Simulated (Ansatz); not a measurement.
**CH₆BrSi₂ radical: a ladder of functionals and wavefunction methods**

One table from this session's results is given with a row withheld; the runs are named, their logs left out.

The runs use Ansatz 0.2.0, Gaussian basis; functionals in def2-TZVPP, the program's frozen cores in correlated methods.

The runs, in order: LDA (SPW92), PBE-D4, revPBE-D4, BLYP-D4, r2SCAN-D4, B97M-V, PBE0-D4, B3LYP-D4, r2SCANh-D4, r2SCAN0-D4, HSE06-D4, BHLYP-D4, CAM-B3LYP-D4, LC-ωPBE, ωB97X-V, ωB97M-V, B2PLYP, PBE-QIDH; CCSD(T)/def2-SVP; CCSD(T)/def2-TZVPP; MP2/def2-QZVPP; extrapolation to the limit; RPA on PBE.

**The geometry**

The geometry comes from an earlier relaxation with PBE0-D4 in a triple-zeta def2 set; it is a stationary point, not always the lowest conformer.

SMILES `C[Si]([SiH3])Br`, 10 atoms, charge 0, spin multiplicity 2.

Atoms are counted from 1 here; the program's logs count them from 0.

Bond lengths: C1–Si2 1.874 Å, C1–H5 1.093 Å, C1–H6 1.094 Å, C1–H7 1.092 Å, Si2–Si3 2.337 Å, Si2–Br4 2.240 Å, Si3–H8 1.485 Å, Si3–H9 1.490 Å, Si3–H10 1.489 Å. Angles: Si2–C1–H5 109.8°, Si2–C1–H6 110.4°, Si2–C1–H7 110.7°, H5–C1–H6 108.7°, H5–C1–H7 108.7°, H6–C1–H7 108.5°, C1–Si2–Si3 115.1°, C1–Si2–Br4 108.4°, Si3–Si2–Br4 108.0°, Si2–Si3–H8 108.8°, Si2–Si3–H9 111.9°, Si2–Si3–H10 108.7°, H8–Si3–H9 109.3°, H8–Si3–H10 109.3°, H9–Si3–H10 108.7°.

Set-up of the first run:

Input file in.yaml:

```yaml
crystal:
  periodic: [false, false, false]
  atoms:
    - {symbol: C, position_ang: [-0.702038, 1.408953, -0.821042]}
    - {symbol: Si, position_ang: [-0.398985, -0.438169, -0.741539]}
    - {symbol: Si, position_ang: [1.186140, -1.117643, 0.836224]}
    - {symbol: Br, position_ang: [-2.335765, -1.453222, -0.257093]}
    - {symbol: H, position_ang: [0.231788, 1.928212, -1.051613]}
    - {symbol: H, position_ang: [-1.079998, 1.775432, 0.137510]}
    - {symbol: H, position_ang: [-1.434333, 1.646405, -1.595087]}
    - {symbol: H, position_ang: [1.307399, -2.596808, 0.788100]}
    - {symbol: H, position_ang: [0.810951, -0.699970, 2.216418]}
    - {symbol: H, position_ang: [2.498041, -0.504391, 0.490923]}
basis:
  gaussian: {orbitals: def2-TZVPP}
magnetization: {spin_polarized: true, initial_magnetization: 1}
hamiltonian: {xc: lda}
output: {orbitals: {seedname: orbitals}}
```

On the command line:

```sh
$ ansatz run in.yaml --threads 2 --pin off --events-out ev --progress --plain --max-ram 22528MiB --backend cpu
```

Among the steps run: LDA; PBE-D4 (GGA); revPBE-D4 (GGA); BLYP-D4 (GGA); r2SCAN-D4 (meta-GGA); B97M-V (meta-GGA); B3LYP-D4 (hybrid); r2SCANh-D4 (hybrid); r2SCAN0-D4 (hybrid); HSE06-D4 (hybrid); BHLYP-D4 (hybrid); CAM-B3LYP-D4 (range-separated); LC-ωPBE (range-separated); ωB97X-V (range-separated); ωB97M-V (range-separated); B2PLYP (double hybrid); PBE-QIDH (double hybrid).

One table of the session follows, with a row left open; its other results are not shown here.

It belongs to the step «Frontier levels by functional». 

| functional | HOMO (eV) | LUMO (eV) | gap (eV) |
| --- | --- | --- | --- |
| LDA (SPW92) | -4.84 | -3.86 | 0.98 |
| PBE-D4 | -4.87 | -3.47 | 1.40 |
| revPBE-D4 | ? | ? | ? |
| BLYP-D4 | -4.65 | -3.46 | 1.19 |
| r2SCAN-D4 | -5.20 | -3.07 | 2.13 |
| B97M-V | -4.98 | -3.56 | 1.42 |
| PBE0-D4 | -5.94 | -2.62 | 3.33 |
| B3LYP-D4 | -5.67 | -2.97 | 2.70 |
| r2SCANh-D4 | -5.59 | -2.78 | 2.81 |
| r2SCAN0-D4 | -6.18 | -2.36 | 3.83 |
| HSE06-D4 | -5.55 | -2.99 | 2.56 |
| BHLYP-D4 | -6.83 | -1.82 | 5.01 |
| CAM-B3LYP-D4 | -7.10 | -1.72 | 5.39 |
| LC-ωPBE | -8.49 | -0.39 | 8.11 |
| ωB97X-V | -8.01 | -0.88 | 7.13 |
| ωB97M-V | -7.65 | -1.04 | 6.61 |

Estimate the missing values for revPBE-D4.

The run gave: HOMO (eV): -4.85; LUMO (eV): -3.34; gap (eV): 1.51. In the column «HOMO (eV)» it lies between PBE-D4 (-4.87) and LDA (SPW92) (-4.84).
